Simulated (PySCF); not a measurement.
# CF2I2: electronic excitations at several levels of theory

Aim: compute the electronic excitations of CF2I2 (`F[C-](F)[I+]I`) at several levels, and see how far they spread and what each costs.

Programs: PySCF 2.14.0, with density-fitted response routines of our own. Each step states its level of theory. These are calculated values for one molecule in the gas phase, unless marked as measured. Atoms count from 0, in the outputs and in this text.

### Step 1. The molecule as given

5 atoms, charge 0, multiplicity 1; geometry from: GFN2-xTB.

Bonds of the start (Å): F0–C1 1.32, C1–F2 1.32, C1–I3 2.11, I3–I4 2.83.

### Step 2. Relaxing the molecule at PBE0-D3(BJ)/def2-TZVP

The job: settings as JSON, then the geometry in Å.

```
{"job": {"xc": "PBE0", "basis": "def2-TZVP", "d3": "d3bj", "grid": 2, "kind": "geom"}, "charge": 0, "multiplicity": 1}
F     -3.337800     0.016600     0.775840
C     -2.738880     0.184010    -0.386310
F     -3.021200     1.398290    -0.812580
I     -0.703510    -0.366880    -0.459260
I      1.914690     0.137580     0.501400
```

The program printed:

```text
step   0  E = -833.03986657  max force = 0.019181
step   1  E = -833.04265863  max force = 0.012212
step   2  E = -833.04408127  max force = 0.007371
step   3  E = -833.04512358  max force = 0.005998
step   4  E = -833.04536313  max force = 0.002745
step   5  E = -833.04548425  max force = 0.000957
step   6  E = -833.04551491  max force = 0.001192
step   7  E = -833.04552721  max force = 0.000680
step   8  E = -833.04553366  max force = 0.000323
optimisation converged
```

It took 2.5 min on 4 threads of Arm Neoverse N1, shared host.

Along the way:

```
step  energy from step 0 (eV)  largest force component (eV/Å)
   0                   0.0000                          0.9863
   1                  -0.0760                          0.6280
   2                  -0.1147                          0.3790
   3                  -0.1431                          0.3084
   4                  -0.1496                          0.1412
   5                  -0.1529                          0.0492
   6                  -0.1537                          0.0613
   7                  -0.1540                          0.0350
   8                  -0.1542                          0.0166
```

Distances of close pairs at the start and the end, largest changes first:

```
 bond  before (Å)  after (Å)  change (Å)
C1–I3       2.110      2.343      +0.233
I3–I4       2.834      2.776      -0.058
F0–C1       1.318      1.287      -0.031
C1–F2       1.318      1.287      -0.031
```

The final coordinates are the input of the step that follows.

```csv
at the end point,value
point group (found at 0.08 Å tolerance),Cs
"rotational constants (GHz, main isotopes)","8.047, 0.413, 0.407"
dipole moment (D),3.81
```

### Step 3. TDDFT and polarisability: CAM-B3LYP/def2-TZVPD

The job: settings as JSON, then the geometry in Å.

```
{"job": {"kind": "uv", "xc": "CAM-B3LYP", "basis": "def2-TZVPD", "nstates": 12, "ntriplets": 4}, "charge": 0, "multiplicity": 1}
F     -3.543083    -0.066813     0.694092
C     -2.797015     0.238154    -0.309044
F     -3.286346     1.298045    -0.850756
I     -0.484193    -0.133847    -0.251361
I      2.223937     0.034061     0.336159
```

Level: TDDFT CAM-B3LYP/def2-TZVPD, vertical, gas phase, core orbitals frozen in the response.

The program printed:

```text
coarse grid: 31832 points
cycle   1  E = -828.7023319853  dE = -8.009e+01  |g| = 4.846e+00  |ddm| = 2.887e+01
cycle   2  E = -798.6356383415  dE =  3.007e+01  |g| = 8.915e+00  |ddm| = 2.138e+01
cycle   3  E = -820.1140717784  dE = -2.148e+01  |g| = 4.983e+00  |ddm| = 1.888e+01
cycle   4  E = -832.0103116514  dE = -1.190e+01  |g| = 2.209e+00  |ddm| = 9.947e+00
cycle   5  E = -832.7144608350  dE = -7.041e-01  |g| = 1.097e+00  |ddm| = 1.404e+00
cycle   6  E = -833.1264863604  dE = -4.120e-01  |g| = 4.941e-01  |ddm| = 1.582e+00
cycle   7  E = -833.1760778958  dE = -4.959e-02  |g| = 1.860e-01  |ddm| = 4.523e-01
cycle   8  E = -833.1810038549  dE = -4.926e-03  |g| = 1.123e-01  |ddm| = 2.150e-01
cycle   9  E = -833.1850448313  dE = -4.041e-03  |g| = 4.778e-02  |ddm| = 1.437e-01
cycle  10  E = -833.1862103336  dE = -1.166e-03  |g| = 1.325e-02  |ddm| = 1.146e-01
cycle  11  E = -833.1862889888  dE = -7.866e-05  |g| = 7.830e-03  |ddm| = 3.705e-02
cycle  12  E = -833.1863113739  dE = -2.239e-05  |g| = 2.331e-03  |ddm| = 1.080e-02
cycle  13  E = -833.1863172290  dE = -5.855e-06  |g| = 6.502e-04  |ddm| = 9.360e-03
final grid: 62504 points
cycle  14  E = -833.1862997417  dE = -7.235e-07  |g| = 5.176e-04  |ddm| = 2.951e-03
cycle  15  E = -833.1862998663  dE = -1.246e-07  |g| = 5.256e-04  |ddm| = 1.539e-03
cycle  16  E = -833.1862999401  dE = -7.379e-08  |g| = 1.472e-04  |ddm| = 6.535e-04
cycle  17  E = -833.1862999637  dE = -2.364e-08  |g| = 1.038e-04  |ddm| = 5.215e-04
cycle  18  E = -833.1862999725  dE = -8.799e-09  |g| = 2.659e-05  |ddm| = 4.226e-04
cycle  19  E = -833.1862999728  dE = -3.511e-10  |g| = 6.258e-06  |ddm| = 8.278e-05
converged SCF energy = -833.1862999728

Static polarisability (au): isotropic 110.228, principal 69.063 71.797 189.825

Singlet excitations
state   eV       nm        f      main configurations
  1   2.6157    474.0   0.00025   H->L 0.90
  2   2.8447    435.8   0.02215   H-1->L 0.85, H-1->L+1 0.09
  3   3.7992    326.3   0.22893   H-2->L 0.80, H-2->L+1 0.10
  4   4.0407    306.8   0.00151   H-3->L 0.66, H->L+1 0.33
  5   4.3695    283.7   0.00536   H-1->L+1 0.50, H-4->L 0.45
  6   4.6424    267.1   0.00137   H->L+1 0.55, H-3->L 0.27, H-3->L+1 0.09
  7   4.6535    266.4   0.00527   H-4->L 0.46, H-1->L+1 0.32
  8   5.9726    207.6   0.38416   H-2->L+1 0.51, H-4->L+1 0.23
  9   6.0010    206.6   0.00130   H-3->L+1 0.88
 10   6.3267    196.0   0.00795   H->L+3 0.58, H->L+2 0.31
 11   6.3370    195.7   0.31356   H-4->L+1 0.40, H-1->L+3 0.22, H-1->L+2 0.18
 12   6.3959    193.8   0.31343   H-1->L+3 0.33, H-4->L+1 0.25, H-1->L+2 0.18

Triplet excitations (Tamm-Dancoff, eV): 1.8008 2.3010 2.5386 3.7102
```

Run time: 74 s. Hardware: 4 threads of Arm Neoverse N1, shared host.

Frontier orbitals and where they lie:

| orbital | eV | atoms |
| --- | --- | --- |
| HOMO−3 | -10.19 | I3 72 %, I4 21 %, C1 5 % |
| HOMO−2 | -9.14 | I4 50 %, I3 22 %, C1 19 % |
| HOMO−1 | -8.28 | I4 75 %, I3 19 %, C1 4 % |
| HOMO | -8.25 | I4 77 %, I3 21 % |
| LUMO | -2.73 | C1 42 %, I4 18 %, I3 16 % |
| LUMO+1 | -0.73 | I3 37 %, I4 28 %, C1 23 % |
| LUMO+2 | 0.42 | I3 34 %, C1 26 %, I4 20 % |

With each of the 12 states as a Gaussian band of 0.4 eV half-width at 1/e, the curve within the window shown has maxima at 426 nm (ε 950), 326 nm (ε 9,300), 198 nm (ε 33,000) L/(mol cm). Beyond the last state computed it falls off for lack of states. The curve at chosen wavelengths:

| nm | ε (L/mol/cm) |
| --- | --- |
| 185 | 13638 |
| 202 | 31569 |
| 219 | 9521 |
| 236 | 638 |
| 254 | 254 |
| 271 | 658 |
| 288 | 2279 |
| 305 | 6215 |
| 322 | 9225 |
| 339 | 8197 |
| 357 | 4821 |
| 374 | 2353 |
| 391 | 1244 |
| 408 | 961 |
| 425 | 945 |
| 442 | 915 |
| 460 | 793 |
| 477 | 625 |
| 494 | 453 |
| 511 | 307 |
| 528 | 198 |
| 545 | 122 |
| 563 | 71 |
| 580 | 42 |
| 597 | 24 |
| 614 | 14 |

Further results of this job:

| property | computed |
| --- | --- |
| dipole moment (D) | 3.92 |
| polarisability (Å³) | 16.33 |
| HOMO–LUMO gap (eV) | 5.52 |
| −ε(HOMO) (eV) | 8.25 |

### Step 4. TDDFT and polarisability: PBE0/def2-TZVPD

The job: settings as JSON, then the geometry in Å.

```
{"job": {"kind": "uv", "xc": "PBE0", "basis": "def2-TZVPD", "nstates": 12, "ntriplets": 4}, "charge": 0, "multiplicity": 1}
F     -3.543083    -0.066813     0.694092
C     -2.797015     0.238154    -0.309044
F     -3.286346     1.298045    -0.850756
I     -0.484193    -0.133847    -0.251361
I      2.223937     0.034061     0.336159
```

With the program's defaults for keys left out, this is: TDDFT PBE0/def2-TZVPD, vertical, gas phase, core orbitals frozen in the response.

The program printed:

```text
coarse grid: 31832 points
cycle   1  E = -828.1415987127  dE = -7.963e+01  |g| = 5.038e+00  |ddm| = 2.902e+01
cycle   2  E = -796.3537259078  dE =  3.179e+01  |g| = 9.252e+00  |ddm| = 1.880e+01
cycle   3  E = -800.8589309018  dE = -4.505e+00  |g| = 8.691e+00  |ddm| = 1.689e+01
cycle   4  E = -832.5397903425  dE = -3.168e+01  |g| = 1.563e+00  |ddm| = 9.395e+00
cycle   5  E = -829.9812409856  dE =  2.559e+00  |g| = 3.082e+00  |ddm| = 3.348e+00
cycle   6  E = -832.8560276914  dE = -2.875e+00  |g| = 7.810e-01  |ddm| = 2.703e+00
cycle   7  E = -832.9863643511  dE = -1.303e-01  |g| = 4.220e-01  |ddm| = 1.199e+00
cycle   8  E = -833.0412826021  dE = -5.492e-02  |g| = 8.317e-02  |ddm| = 5.718e-01
cycle   9  E = -833.0426401807  dE = -1.358e-03  |g| = 4.030e-02  |ddm| = 1.027e-01
cycle  10  E = -833.0429542101  dE = -3.140e-04  |g| = 1.019e-02  |ddm| = 4.976e-02
cycle  11  E = -833.0429839824  dE = -2.977e-05  |g| = 2.507e-03  |ddm| = 1.450e-02
cycle  12  E = -833.0429866196  dE = -2.637e-06  |g| = 1.420e-03  |ddm| = 5.717e-03
final grid: 62504 points
cycle  13  E = -833.0429641370  dE = -1.559e-07  |g| = 1.713e-03  |ddm| = 3.384e-03
cycle  14  E = -833.0429633080  dE =  8.290e-07  |g| = 2.549e-03  |ddm| = 4.381e-03
cycle  15  E = -833.0429646146  dE = -1.307e-06  |g| = 5.543e-04  |ddm| = 3.225e-03
cycle  16  E = -833.0429647007  dE = -8.614e-08  |g| = 6.163e-05  |ddm| = 6.820e-04
cycle  17  E = -833.0429647016  dE = -8.329e-10  |g| = 2.959e-05  |ddm| = 7.768e-05
converged SCF energy = -833.0429647016

Static polarisability (au): isotropic 110.993, principal 69.289 71.989 191.700

Singlet excitations
state   eV       nm        f      main configurations
  1   2.2274    556.6   0.00013   H->L 0.98
  2   2.5040    495.1   0.01883   H-1->L 0.91
  3   3.6793    337.0   0.18861   H-2->L 0.81, H-2->L+1 0.10
  4   3.8097    325.4   0.00102   H-3->L 0.85, H->L+1 0.15
  5   4.0997    302.4   0.00162   H->L+1 0.84, H-3->L 0.14
  6   4.1406    299.4   0.01744   H-1->L+1 0.94
  7   4.2881    289.1   0.00869   H-4->L 0.95
  8   5.6603    219.0   0.21289   H-2->L+1 0.49, H-4->L+1 0.40
  9   5.6965    217.6   0.00093   H-3->L+1 0.98
 10   6.1592    201.3   0.00022   H->L+2 0.82, H->L+3 0.16
 11   6.2063    199.8   0.15407   H-1->L+2 0.65, H-4->L+1 0.16, H-1->L+3 0.09
 12   6.2895    197.1   0.50856   H-4->L+1 0.38, H-2->L+1 0.21, H-1->L+2 0.19

Triplet excitations (Tamm-Dancoff, eV): 1.6423 1.9712 2.2863 3.5153
```

Wall time 57 s (4 threads of Arm Neoverse N1, shared host).

In short: HOMO -7.05 eV, LUMO -3.76 eV; lowest singlet 2.23 eV.

### Step 5. TDDFT and polarisability: PBE/def2-TZVPD

The job: settings as JSON, then the geometry in Å.

```
{"job": {"kind": "uv", "xc": "PBE", "basis": "def2-TZVPD", "nstates": 12, "ntriplets": 4}, "charge": 0, "multiplicity": 1}
F     -3.543083    -0.066813     0.694092
C     -2.797015     0.238154    -0.309044
F     -3.286346     1.298045    -0.850756
I     -0.484193    -0.133847    -0.251361
I      2.223937     0.034061     0.336159
```

With the program's defaults for keys left out, this is: TDDFT PBE/def2-TZVPD, vertical, gas phase, core orbitals frozen in the response.

The program printed:

```text
coarse grid: 31832 points
cycle   1  E = -824.0143545768  dE = -7.494e+01  |g| = 6.471e+00  |ddm| = 2.928e+01
cycle   2  E = -652.1859392661  dE =  1.718e+02  |g| = 1.727e+01  |ddm| = 4.001e+01
cycle   3  E = -824.1587525964  dE = -1.720e+02  |g| = 5.115e+00  |ddm| = 3.851e+01
cycle   4  E = -813.3920368302  dE =  1.077e+01  |g| = 6.343e+00  |ddm| = 1.133e+01
cycle   5  E = -832.1277992979  dE = -1.874e+01  |g| = 1.883e+00  |ddm| = 6.666e+00
cycle   6  E = -831.8303132479  dE =  2.975e-01  |g| = 1.972e+00  |ddm| = 3.445e+00
cycle   7  E = -832.9399034972  dE = -1.110e+00  |g| = 4.954e-01  |ddm| = 2.317e+00
cycle   8  E = -832.9975286504  dE = -5.763e-02  |g| = 2.591e-01  |ddm| = 9.009e-01
cycle   9  E = -833.0088130700  dE = -1.128e-02  |g| = 9.120e-02  |ddm| = 1.953e-01
cycle  10  E = -833.0101138760  dE = -1.301e-03  |g| = 4.173e-02  |ddm| = 1.048e-01
cycle  11  E = -833.0104241610  dE = -3.103e-04  |g| = 1.058e-02  |ddm| = 5.075e-02
cycle  12  E = -833.0104614481  dE = -3.729e-05  |g| = 2.942e-03  |ddm| = 1.732e-02
cycle  13  E = -833.0104632513  dE = -1.803e-06  |g| = 1.354e-03  |ddm| = 3.951e-03
final grid: 62504 points
cycle  14  E = -833.0104274777  dE =  1.233e-06  |g| = 3.218e-03  |ddm| = 3.590e-03
cycle  15  E = -833.0104110189  dE =  1.646e-05  |g| = 9.001e-03  |ddm| = 1.062e-02
cycle  16  E = -833.0104263163  dE = -1.530e-05  |g| = 2.860e-03  |ddm| = 1.206e-02
cycle  17  E = -833.0104293236  dE = -3.007e-06  |g| = 2.712e-04  |ddm| = 4.187e-03
cycle  18  E = -833.0104293363  dE = -1.276e-08  |g| = 1.963e-05  |ddm| = 2.259e-04
cycle  19  E = -833.0104293364  dE = -3.274e-11  |g| = 1.224e-05  |ddm| = 3.769e-05
converged SCF energy = -833.0104293364

Static polarisability (au): isotropic 116.150, principal 71.753 74.880 201.816

Singlet excitations
state   eV       nm        f      main configurations
  1   1.5586    795.5   0.00004   H->L 1.00
  2   1.9434    638.0   0.01826   H-1->L 0.90, H-2->L 0.09
  3   3.2259    384.3   0.00010   H-3->L 0.99
  4   3.4569    358.7   0.12195   H-2->L 0.71, H-1->L+1 0.10
  5   3.5651    347.8   0.00220   H->L+1 0.99
  6   3.6834    336.6   0.01555   H-1->L+1 0.69, H-4->L 0.26
  7   3.9068    317.4   0.03989   H-4->L 0.67, H-1->L+1 0.20
  8   5.2863    234.5   0.16478   H-2->L+1 0.47, H-4->L+1 0.34, H-3->L+1 0.11
  9   5.2933    234.2   0.02030   H-3->L+1 0.88
 10   5.4187    228.8   0.00132   H->L+2 0.99
 11   5.5558    223.2   0.00157   H-1->L+2 0.98
 12   5.8899    210.5   0.40305   H-4->L+1 0.46, H-2->L+1 0.15, H-5->L 0.13

Triplet excitations (Tamm-Dancoff, eV): 1.3494 1.3922 2.0908 3.0463
```

Run time: 38 s. Hardware: 4 threads of Arm Neoverse N1, shared host.

This run: HOMO -5.97 eV, LUMO -4.49 eV; lowest singlet 1.56 eV.

### Step 6. Excited states and response: B3LYP/def2-TZVPD

The job: settings as JSON, then the geometry in Å.

```
{"job": {"kind": "uv", "xc": "B3LYP", "basis": "def2-TZVPD", "nstates": 12, "ntriplets": 4}, "charge": 0, "multiplicity": 1}
F     -3.543083    -0.066813     0.694092
C     -2.797015     0.238154    -0.309044
F     -3.286346     1.298045    -0.850756
I     -0.484193    -0.133847    -0.251361
I      2.223937     0.034061     0.336159
```

Method: TDDFT B3LYP/def2-TZVPD, vertical, gas phase, core orbitals frozen in the response.

The program printed:

```text
coarse grid: 31832 points
cycle   1  E = -828.3368898953  dE = -7.927e+01  |g| = 5.146e+00  |ddm| = 2.905e+01
cycle   2  E = -795.6530182203  dE =  3.268e+01  |g| = 9.515e+00  |ddm| = 1.799e+01
cycle   3  E = -791.5324251521  dE =  4.121e+00  |g| = 7.352e+00  |ddm| = 1.556e+01
cycle   4  E = -830.3024027256  dE = -3.877e+01  |g| = 3.152e+00  |ddm| = 9.573e+00
cycle   5  E = -832.6133719043  dE = -2.311e+00  |g| = 1.521e+00  |ddm| = 3.561e+00
cycle   6  E = -832.7175320271  dE = -1.042e-01  |g| = 1.471e+00  |ddm| = 3.342e+00
cycle   7  E = -833.3283937751  dE = -6.109e-01  |g| = 5.883e-01  |ddm| = 2.251e+00
cycle   8  E = -833.4248805009  dE = -9.649e-02  |g| = 3.074e-01  |ddm| = 7.735e-01
cycle   9  E = -833.4400728475  dE = -1.519e-02  |g| = 5.731e-02  |ddm| = 1.818e-01
cycle  10  E = -833.4405183277  dE = -4.455e-04  |g| = 2.768e-02  |ddm| = 8.696e-02
cycle  11  E = -833.4406097080  dE = -9.138e-05  |g| = 9.715e-03  |ddm| = 3.009e-02
cycle  12  E = -833.4406428288  dE = -3.312e-05  |g| = 2.467e-03  |ddm| = 1.446e-02
cycle  13  E = -833.4406439403  dE = -1.111e-06  |g| = 9.718e-04  |ddm| = 4.188e-03
final grid: 62504 points
cycle  14  E = -833.4406074133  dE =  5.261e-07  |g| = 1.827e-03  |ddm| = 4.268e-03
cycle  15  E = -833.4406022387  dE =  5.175e-06  |g| = 4.391e-03  |ddm| = 8.499e-03
cycle  16  E = -833.4406083760  dE = -6.137e-06  |g| = 6.124e-04  |ddm| = 6.254e-03
cycle  17  E = -833.4406084501  dE = -7.410e-08  |g| = 8.465e-05  |ddm| = 6.351e-04
cycle  18  E = -833.4406084513  dE = -1.236e-09  |g| = 1.712e-05  |ddm| = 8.968e-05
cycle  19  E = -833.4406084514  dE = -5.639e-11  |g| = 8.420e-06  |ddm| = 2.888e-05
converged SCF energy = -833.4406084514

Static polarisability (au): isotropic 112.534, principal 70.249 73.016 194.337

Singlet excitations
state   eV       nm        f      main configurations
  1   2.0601    601.8   0.00011   H->L 0.99
  2   2.3476    528.1   0.01789   H-1->L 0.92
  3   3.6104    343.4   0.17090   H-2->L 0.79, H-2->L+1 0.10
  4   3.6474    339.9   0.00252   H-3->L 0.90, H->L+1 0.09
  5   3.9097    317.1   0.00179   H->L+1 0.91, H-3->L 0.09
  6   3.9908    310.7   0.02373   H-1->L+1 0.93
  7   4.1455    299.1   0.01400   H-4->L 0.95
  8   5.5231    224.5   0.16983   H-2->L+1 0.45, H-4->L+1 0.41
  9   5.5323    224.1   0.00872   H-3->L+1 0.94
 10   5.8603    211.6   0.00001   H->L+2 0.90, H->L+3 0.09
 11   5.9317    209.0   0.01581   H-1->L+2 0.89
 12   6.1446    201.8   0.63638   H-4->L+1 0.47, H-2->L+1 0.27

Triplet excitations (Tamm-Dancoff, eV): 1.6195 1.8363 2.2244 3.3979
```

Wall time 58 s (4 threads of Arm Neoverse N1, shared host).

In short: HOMO -6.82 eV, LUMO -3.94 eV; lowest singlet 2.06 eV.

### Step 7. Run by run: electronic excitations

Excitations and ground-state properties, with basis size and wall time:

| run | lowest singlet (eV) | brightest (eV) | f | gap (eV) | α (Å³) | μ (D) | functions | time |
| --- | --- | --- | --- | --- | --- | --- | --- | --- |
| CAM-B3LYP/def2-TZVPD | 2.62 | 5.97 | 0.384 | 5.52 | 16.33 | 3.92 | 235 | 74 s |
| PBE0/def2-TZVPD | 2.23 | 6.29 | 0.509 | 3.29 | 16.45 | 3.74 | 235 | 57 s |
| PBE/def2-TZVPD | 1.56 | 5.89 | 0.403 | 1.47 | 17.21 | 3.42 | 235 | 38 s |
| B3LYP/def2-TZVPD | 2.06 | 6.14 | 0.636 | 2.88 | 16.68 | 3.57 | 235 | 58 s |

### Step 8. Outcome

```
                                quantity                        value
                             point group                           Cs
    rotational constants (main isotopes)         8.05, 0.41, 0.41 GHz
   lowest singlet (CAM-B3LYP/def2-TZVPD)  2.62 eV (474 nm), f = 0.000
brightest single state of those computed  state 8, 5.97 eV, f = 0.384
                          lowest triplet                      1.80 eV
             range of the lowest singlet              1.56 to 2.62 eV
```

Single values in the summary come from the first sound run of each kind (CAM-B3LYP/def2-TZVPD), which need not be the best level. The optimisation took 8 steps and gained 0.154 eV; among the close pairs (by a distance rule), C1–I3 changed most, from 2.110 to 2.343 Å. The first singlet state (HOMO→LUMO 0.90) lies at 2.62 eV and is dark; of the 12 states computed, the strongest absorption comes from state 8 at 5.97 eV (the last state computed absorbs too, and its partners may lie past the list). State 2 absorbs in the visible (436 nm). The lowest triplet lies 0.81 eV below the lowest singlet (triplets in Tamm-Dancoff, singlets in full TDDFT). Spin-orbit coupling, left out, mixes singlets and triplets in elements this heavy. The lowest singlet runs from 1.56 eV (PBE/def2-TZVPD) to 2.62 eV (CAM-B3LYP/def2-TZVPD), while the orbital gap spans 1.47 to 5.52 eV: the excitation energy moves far less from run to run than the orbital gap does. The lowest state need not be the same one in every run.
